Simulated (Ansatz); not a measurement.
HfIn4SiO6 in Ansatz: the effect of Hubbard term

HfIn4SiO6:

```xyz
12
Lattice="3.2302 -5.5777 -0.0247 3.2302 5.5777 -0.0247 -1.4907 0.0000 6.3203" Properties=species:S:1:pos:R:3 pbc="T T T"
Hf    0.6440    0.0000    0.0526
In    4.1040   -1.7301    0.0202
In    4.1040    1.7301    0.0202
In    1.7482   -1.8121    3.0400
In    1.7482    1.8121    3.0400
Si    4.8557    0.0000    2.7718
O     4.0293   -1.3765    2.3731
O     4.0293    1.3765    2.3731
O    -0.2525    0.0000    1.8631
O     5.2892    0.0000    4.3477
O     1.7422   -1.5806    0.4557
O     1.7422    1.5806    0.4557
```

The cell was built by a generator and needn't be a form met in nature.

Alike in all runs:

| Quantity | Value |
| --- | --- |
| Program | Ansatz 0.2.0 |
| Task | projected density of states |
| Functional | PBE |
| Potentials or basis | Ansatz PAW |
| Cutoff | 420 eV (not typed: the program's choice for these potentials) |
| k mesh | 5 × 5 × 4 |
| Occupations | fermi-dirac, width 0.05 eV |
| Spin | no spin polarisation |
| Hubbard projectors | ortho-atomic (the default) |
| Double counting | fll (the default) |

Question: One run gave: gap on the mesh 0.56 eV; pressure 1.6 GPa; largest force 1.04 eV/Å. Which Hubbard term did it use?
A. Hf d U = 6 eV
B. Hf d U = 2 eV
C. Hf d U = 8 eV
D. Hf d U = 4 eV

Answer: C.

```csv
Hubbard term,gap on the mesh (eV),pressure (GPa),largest force (eV/Å)
Hf d U = 2 eV,0.63,0.3,0.22
Hf d U = 4 eV,0.61,0.7,0.47
Hf d U = 6 eV,0.58,1.1,0.74
Hf d U = 8 eV,0.56,1.6,1.04
```

Caveats: odd divisions of the mesh miss points on the zone boundary, where band edges often lie, so the gap on the mesh can be too wide; spin-orbit coupling is left out, which moves the levels of the heavy elements; forces of over 1 eV/Å show positions far from the minimum, so gaps and moduli don't describe the material at rest (some runs).

A k mesh can miss the band edges.
